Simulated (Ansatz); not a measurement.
Task: a calculation of the dielectric tensor and Born charges of CsH, space group Pm-3m, with the Ansatz DFT code, driven from Python. Give the script and its output. Use: LDA, PAW, the default cutoff (420 eV here), 5×5×5 k-points, fixed occupations.

```xyz
2
Lattice="3.8184 0.0000 0.0000 0.0000 3.8184 0.0000 0.0000 0.0000 3.8184" Properties=species:S:1:pos:R:3 pbc="T T T"
Cs    0.0000    0.0000    0.0000
H     1.9092    1.9092    1.9092
```

Script `eps_csh.py`:
```python
# -*- coding: utf-8 -*-
import ansatz as az
import numpy as np

XC = "lda"
MESH = (5, 5, 5)
SMEARING = "fixed"


def main():
    xtal = (
        az.Lattice.cubic(3.818409)
        .space_group(221)
        .atom("Cs", (0.0, 0.0, 0.0))
        .atom("H", (0.5, 0.5, 0.5))
    )

    setup = (
        xtal.calculation()
        .functional(XC)
        .kpoints(*MESH)
        .occupations(SMEARING)
        .dielectric()
    )
    outcome = setup.run()
    response = outcome.dielectric
    eps = np.asarray(response.eps_inf)

    print(f"mean eps_inf {np.trace(eps) / 3:.3f}, fraction of exact exchange 1/eps = {3 / np.trace(eps):.3f}")
    print(np.array2string(eps, precision=3, suppress_small=True))
    for index, (site, z) in enumerate(zip(outcome.lattice.sites, response.zstar_e)):
        print("Born charge tensor of", site.symbol, index)
        print(np.round(z, 3) + 0.0)
    print(f"charge neutrality missed by {response.zstar_sum_residual_pre_e:.4f} e before the sum rule")


if __name__ == "__main__":
    main()
```

```console
$ python eps_csh.py
DeckWarning: basis.ecutwfc = 420 eV, auto-derived from the records' recommended cutoffs: set by Cs (normal level)
mean eps_inf 3.850, fraction of exact exchange 1/eps = 0.260
[[3.85 0.   0.  ]
 [0.   3.85 0.  ]
 [0.   0.   3.85]]
Born charge tensor of Cs 0
[[1.161 0.    0.   ]
 [0.    1.161 0.   ]
 [0.    0.    1.161]]
Born charge tensor of H 1
[[-1.161  0.     0.   ]
 [ 0.    -1.161  0.   ]
 [ 0.     0.    -1.161]]
charge neutrality missed by 0.0013 e before the sum rule
```
(Warnings from the package without file and line.)

The Fermi level of a run with fixed occupations marks the highest occupied state on its mesh, not mid-gap. Pressure is positive in compression. This cell is a computed structure, which may not be the phase found in nature. This is the electronic (clamped-ion) response; a semilocal gap that is too small tends to raise it. The typed mesh is that of the SCF; the response is solved on denser meshes that the run picks. Run time: 6 s on 1 thread of Arm Neoverse V2, on a shared host, peak memory 0.4 GiB.

(A comment or docstring line of the script was reworded after the run, the code is as it ran; lines on the test bed's own set-up are left out of the output.)
